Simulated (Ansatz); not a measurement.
# AlBFHSe: the cost of one run

Program: Ansatz 0.2.0, driven from Python. Level of theory: B3LYP/def2-SVP. These are calculated values, not measurements.

## 1. The system

Bond lengths: F1–B2 1.420 Å, B2–Al3 2.187 Å, B2–Se4 2.071 Å, Al3–Se4 2.176 Å, Al3–H5 1.591 Å. Angles: F1–B2–Al3 143.7°, F1–B2–Se4 149.8°, Al3–B2–Se4 61.4°, B2–Al3–Se4 56.7°, B2–Al3–H5 135.8°, Se4–Al3–H5 156.3°, B2–Se4–Al3 61.9°.

No structure file is read: the coordinates are typed or built in the script.

## 2. The code

Contents of scan.py:

```python
"""Potential curve of AlBFHSe along one bond."""

from dataclasses import dataclass
import warnings

import ansatz as az
import matplotlib.pyplot as plt
import numpy as np


@dataclass
class RunConfig:
    basis: str = "def2-SVP"
    xc: str = "b3lyp"


settings = RunConfig()

warnings.simplefilter("ignore", az.DeckWarning)

geometry = (
    az.Crystal.molecule()
    .atom("F", [-1.3407, -0.7973, 1.7578])
    .atom("B", [-0.4181, -0.7361, 0.6796])
    .atom("Al", [0.7372, 0.6327, -0.5745])
    .atom("Se", [0.1988, -1.3847, -1.1881])
    .atom("H", [0.8726, 2.2119, -0.7162])
)

symbols = [site.symbol for site in geometry.cartesian_sites]
start = np.array([site.position_ang for site in geometry.cartesian_sites])
axis = (start[4] - start[2]) / np.linalg.norm(start[4] - start[2])
moving = [4]
lengths, energies = [1.4, 1.464, 1.528, 1.591, 1.655, 1.719, 1.782, 1.878], []
for length in lengths:
    xyz = start.copy()
    xyz[moving] += (length - np.linalg.norm(start[4] - start[2])) * axis
    point = az.Crystal.molecule()
    for symbol, xyz in zip(symbols, xyz):
        point = point.atom(symbol, xyz.tolist())
    calc = (
        point.calculation()
        .basis(gaussian=settings.basis)
        .functional(settings.xc)
    )
    rep = calc.run(threads=1).report
    energies.append(rep["free_energy_ev"])
    print(f"r = {length:6.3f} A  E = {energies[-1]:.5f} eV  <S^2> = {abs(rep['mean_field']['state']['spin_squared']):.3f}")

# quartic fit about the minimum
fit = np.polynomial.Polynomial.fit(lengths, np.array(energies) - min(energies), 4).convert()
roots = [r.real for r in fit.deriv().roots() if abs(r.imag) < 1e-9 and fit.deriv(2)(r.real) > 0]
r_e = min(roots, key=lambda r: abs(r - lengths[int(np.argmin(energies))]))
print(f"minimum of the fit at {r_e:.4f} A, force constant {fit.deriv(2)(r_e):.2f} eV/A^2")
plt.figure(figsize=(4.5, 3))
plt.plot(lengths, np.array(energies) - min(energies), "o-")
plt.xlabel("bond length (A)")
plt.ylabel("E - E(min) (eV)")
plt.tight_layout()
plt.savefig("scan.png", dpi=100)
```

## 3. What the engine is handed

The package turns the script's settings into the engine's input (first run):

```yaml
crystal:
  periodic: [false, false, false]
  atoms:
    - { symbol: F, position_ang: [-1.3407, -0.7973, 1.7578] }
    - { symbol: B, position_ang: [-0.4181, -0.7361, 0.6796] }
    - { symbol: Al, position_ang: [0.7372, 0.6327, -0.5745] }
    - { symbol: Se, position_ang: [0.1988, -1.3847, -1.1881] }
    - { symbol: H, position_ang: [0.8563215773186872, 2.0220411735721617, -0.699164161787725] }
basis:
  gaussian:
    orbitals: def2-SVP
hamiltonian:
  xc: b3lyp
```

## 4. The run

Command:

```bash
> python scan.py
```

Q: Estimate wall time and peak memory on 1 thread of Intel Xeon Platinum 8259CL at 2.50GHz (Skylake/Cascade Lake), shared host.

About 24 s, with a peak of 0.27 GiB.
